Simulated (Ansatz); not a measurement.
**SnCl₃ radical: up Jacob's ladder to CCSD(T)**

Aim: compute SnCl₃ radical with functionals from several rungs and with coupled cluster. The yardstick is the atomisation energy at the CCSD(T) limit.

Method: functionals in def2-TZVPP, the program's frozen cores in correlated methods; program: Ansatz 0.2.0, Gaussian basis.

The runs, in order: LDA (SPW92), PBE-D4, revPBE-D4, BLYP-D4, r2SCAN-D4, B97M-V, PBE0-D4, B3LYP-D4, r2SCANh-D4, r2SCAN0-D4, HSE06-D4, BHLYP-D4, CAM-B3LYP-D4, LC-ωPBE, ωB97X-V, ωB97M-V, B2PLYP, PBE-QIDH; CCSD(T)/def2-SVP; CCSD(T)/def2-TZVPP; MP2/def2-QZVPP; extrapolation to the limit; RPA on PBE.

**1. The geometry**

All runs share one geometry, relaxed beforehand with PBE0-D4 in a triple-zeta def2 set. Sn takes the def2 core potential; no spin-orbit term is included.

SMILES `[Cl][Sn]([Cl])[Cl]`, 4 atoms, charge 0, spin multiplicity 2.

Atoms are counted from 1 here; the program's logs count them from 0.

Bond lengths: Cl1–Sn2 2.330 Å, Sn2–Cl3 2.330 Å, Sn2–Cl4 2.330 Å. Angles: Cl1–Sn2–Cl3 107.6°, Cl1–Sn2–Cl4 107.6°, Cl3–Sn2–Cl4 107.6°.

Coordinates:

```xyz
4
Cl3Sn
Cl    0.6762    0.5239    2.0034
Sn   -0.5893   -0.1212    0.1557
Cl    0.3942   -2.0342   -0.7411
Cl   -0.4255    1.5710   -1.4382
```

**2. LDA**

This LDA is Slater exchange with PW92 correlation.

in.yaml

```yaml
crystal:
  periodic: [false, false, false]
  atoms:
    - {symbol: Cl, position_ang: [0.676192, 0.523871, 2.003353]}
    - {symbol: Sn, position_ang: [-0.589300, -0.121156, 0.155743]}
    - {symbol: Cl, position_ang: [0.394214, -2.034164, -0.741059]}
    - {symbol: Cl, position_ang: [-0.425508, 1.571049, -1.438236]}
basis:
  gaussian: {orbitals: def2-TZVPP}
magnetization: {spin_polarized: true, initial_magnetization: 1}
hamiltonian: {xc: lda}
output: {orbitals: {seedname: orbitals}}
```

After this run come: PBE-D4 (GGA); revPBE-D4 (GGA); BLYP-D4 (GGA); r2SCAN-D4 (meta-GGA); B97M-V (meta-GGA); PBE0-D4 (hybrid); B3LYP-D4 (hybrid); r2SCANh-D4 (hybrid); r2SCAN0-D4 (hybrid); HSE06-D4 (hybrid); BHLYP-D4 (hybrid); CAM-B3LYP-D4 (range-separated); LC-ωPBE-D4 (range-separated); ωB97X-V (range-separated); ωB97M-V (range-separated); B2PLYP (double hybrid); PBE-QIDH (double hybrid); CCSD(T) in def2-SVP; CCSD(T) in def2-TZVPP; MP2 in def2-QZVPP; RPA on PBE orbitals.

**Question.** What will the summary of the whole plan be? Wanted: atomisation energy, CCSD(T)/CBS; farthest beyond LDA; mean size of error, GGA; mean size of error, meta-GGA; mean size of error, hybrid; mean size of error, range-separated; mean size of error, double hybrid; gap, smallest and largest; T1 diagnostic.

The runs gave:

| quantity | value |
| --- | --- |
| atomisation energy, CCSD(T)/CBS | 973.9 kJ/mol |
| functionals within 9.7 kJ/mol (1.0 %) | revPBE-D4, PBE0-D4, r2SCANh-D4, HSE06-D4, ωB97X-V, ωB97M-V |
| farthest beyond LDA | BHLYP-D4 (-61.2 kJ/mol) |
| mean size of error, GGA | 18.8 kJ/mol |
| mean size of error, meta-GGA | 34.3 kJ/mol |
| mean size of error, hybrid | 19.6 kJ/mol |
| mean size of error, range-separated | 19.6 kJ/mol |
| mean size of error, double hybrid | 26.9 kJ/mol |
| gap, smallest and largest | 0.55 eV (LDA (SPW92)), 7.33 eV (LC-ωPBE) |
| T1 diagnostic | 0.0152 |
| triples share of the correlation energy | 3.9 % |

LDA overbinds by 183.1 kJ/mol (19 %). PBE-D4 is off by +36.2 kJ/mol. Double hybrids carry the basis error of their MP2 part in triple zeta, and no dispersion term here, so their miss is partly the set-up's. By mean error the best rung here is GGA (18.8 kJ/mol) and the worst beyond LDA is meta-GGA (34.3 kJ/mol). The gap between the best rungs is small, so their order is not settled. RPA and LDA stand outside this count. The reference freezes the cores and leaves out spin-orbit coupling and excitations past (T), and its outer-core shells are covered unevenly, so misses under about 9.7 kJ/mol can't be ranked. All levels share the lack of spin-orbit coupling, which lowers the free heavy atoms and so the true binding. Hartree-Fock recovers 68 % of the binding; the rest is correlation. CCSD(T) in def2-SVP is off by -139.8 kJ/mol, which most functionals beat. The gap grows from 0.6 to 7.3 eV across the functionals, mostly with the share of exact exchange. Correlated methods include outer-core shells of Sn, which these sets cover unevenly.
